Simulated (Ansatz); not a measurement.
# CH7AsO2Si: the cost of one run

Program: Ansatz 0.2.0. Level of theory: RKS PBE0/def2-mTZVP. These are calculated values, not measurements.

### 1 The starting structure

Bond lengths: Si1–O2 1.667 Å, O2–C3 1.388 Å, C3–O4 1.472 Å, O4–As5 1.885 Å, Si1–H6 1.485 Å, Si1–H7 1.506 Å, Si1–H8 1.451 Å, C3–H9 1.082 Å, C3–H10 1.154 Å, As5–H11 1.582 Å, As5–H12 1.572 Å. Angles (14 of 17 angles, heavy atoms first): Si1–O2–C3 108.1°, O2–C3–O4 112.0°, C3–O4–As5 104.2°, O2–Si1–H6 113.6°, O2–Si1–H7 110.7°, O2–Si1–H8 111.4°, O2–C3–H9 115.4°, O2–C3–H10 110.2°, O4–C3–H9 109.6°, O4–C3–H10 102.8°, O4–As5–H11 92.3°, O4–As5–H12 89.0°, H6–Si1–H7 106.4°, H6–Si1–H8 107.5°.

Structure file:

```xyz
12

Si   -1.6837    0.9439    0.7244
O    -0.5648   -0.2675    0.4773
C     0.6567    0.3264    0.1903
O     1.7230   -0.6703    0.0024
As    1.3174   -1.4760   -1.6531
H    -1.3277    1.8663    1.8330
H    -1.8284    1.7960   -0.5087
H    -2.9973    0.3996    1.0133
H     0.6530    1.0167   -0.6431
H     1.0281    0.9310    1.0999
H     0.4570   -2.6094   -0.9626
H     2.6437   -2.3120   -1.5392
```

### 2 Relaxing end A

input.yaml

```yaml
crystal:
  periodic: [false, false, false]
  atoms:
    - { symbol: Si, position_ang: [-1.6837, 0.9439, 0.7244] }
    - { symbol: O, position_ang: [-0.5648, -0.2675, 0.4773] }
    - { symbol: C, position_ang: [0.6567, 0.3264, 0.1903] }
    - { symbol: O, position_ang: [1.723, -0.6703, 0.0024] }
    - { symbol: As, position_ang: [1.3174, -1.476, -1.6531] }
    - { symbol: H, position_ang: [-1.3277, 1.8663, 1.833] }
    - { symbol: H, position_ang: [-1.8284, 1.796, -0.5087] }
    - { symbol: H, position_ang: [-2.9973, 0.3996, 1.0133] }
    - { symbol: H, position_ang: [0.653, 1.0167, -0.6431] }
    - { symbol: H, position_ang: [1.0281, 0.931, 1.0999] }
    - { symbol: H, position_ang: [0.457, -2.6094, -0.9626] }
    - { symbol: H, position_ang: [2.6437, -2.312, -1.5392] }
basis:
  gaussian: { orbitals: def2-mTZVP }
hamiltonian:
  xc: pbe0
relax:
  f_tol: 0.015
  max_steps: 40
```

Started as:

```bash
> ansatz run input.yaml --threads 2 --pin off --max-ram 3072MiB --backend cpu --events-out ev --progress --plain --runs-dir out
```

Q: Estimate wall time and peak memory on 2 threads of Arm Neoverse V2, shared host.

About 79 s, with a peak of 0.44 GiB.
